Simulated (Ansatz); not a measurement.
# Al (Aluminum): further runs on the relaxed cell

An exercise on one series of results from a longer session: the logs are not shown, and one member is left open.

Method: DFT r2SCAN, scalar-relativistic, plane waves, PAW, in Ansatz 0.2.0.

1 further run of the same task is left out (set aside as unsound or not needed).

**The starting structure**

It takes space group Fm-3m (No. 225, cubic). The conventional cell has a = 3.992 Å, b = 3.992 Å, c = 3.992 Å, α = 90.00°, β = 90.00°, γ = 90.00°. Al (site symmetry m-3m) has 12 Al at 2.82 Å as nearest neighbours.

Structure file:

```
CELL_PARAMETERS angstrom
0.00000 1.99600 1.99600
1.99600 0.00000 1.99600
1.99600 1.99600 0.00000
ATOMIC_POSITIONS crystal
Al 0.00000 0.00000 0.00000
```

This cell was relaxed beforehand with the same method: volume 15.90 Å³/atom, gap on the mesh none (metal).

Set-up of the first run:

The input, input.yaml:

```yaml
crystal:
  lattice:
    - [0.0, 1.9960030641, 1.9960030641]
    - [1.9960030641, 0.0, 1.9960030641]
    - [1.9960030641, 1.9960030641, 0.0]
  atoms:
    - { symbol: Al, position: [0.0, 0.0, 0.0] }
basis:
  ecutwfc: 500
kpoints:
  mp_grid: { grid: [18, 18, 18] }
  band_path:
    path:
      - [[0.0, 0.0, 0.0], [0.5, 0.0, 0.5], [0.625, 0.25, 0.625]]
      - [[0.375, 0.375, 0.75], [0.0, 0.0, 0.0], [0.5, 0.5, 0.5], [0.5, 0.25, 0.75], [0.5, 0.0, 0.5]]
    npoints: 14
hamiltonian:
  xc: r2scan
scf:
  occupations: { method: gaussian, width: 0.1 }
  n_extra_bands: 6
output:
  forces: true
  stress: true
  eigenvalues: true
  populations: true
  dos: { projected: true, de: 0.02, nscf_kmesh: { grid: [27, 27, 27] } }
  bader: true
  write_density: true
  write_potential: true
  elf: true
  volumetric_format: npy
```

Command:

```console
> ansatz run input.yaml --threads 1 --pin off --max-ram 2560MiB --backend cpu --events-out ev --progress --plain --runs-dir out
```

Steps of the session up to this table: Static run: bands, density of states and charges; Volume × 0.97; The cell scaled to 1.03 of its volume; Point at V/V0 = 0.94; Volume × 1.06.

One table of the session follows, with a row left open; its other results are not shown here.

It belongs to the step «Equation of state». 

| volume (Å³/atom) | energy above the lowest point (meV/atom) | pressure (GPa) |
| --- | --- | --- |
| 14.950 | 18.2 | 6.56 |
| 15.427 | 4.2 | 3.01 |
| 15.904 | 0.0 | 0.00 |
| 16.381 | ? | ? |
| 16.859 | 14.9 | -4.68 |

Estimate the missing values for volume (Å³/atom) = 16.381.

Worked estimate for «energy above the lowest point (meV/atom)». A straight line through the neighbours (15.904, 0.0) and (16.859, 14.9) gives 0.0 + (14.9 − 0.0) × (16.381 − 15.904) / (16.859 − 15.904) = 7.4; a parabola fitted to 3 rows on both sides gives 3.6.

**Answer.** energy above the lowest point (meV/atom): 4.0; pressure (GPa): -2.54. In «energy above the lowest point (meV/atom)» the line misses by +3.4 and the parabola by -0.4.
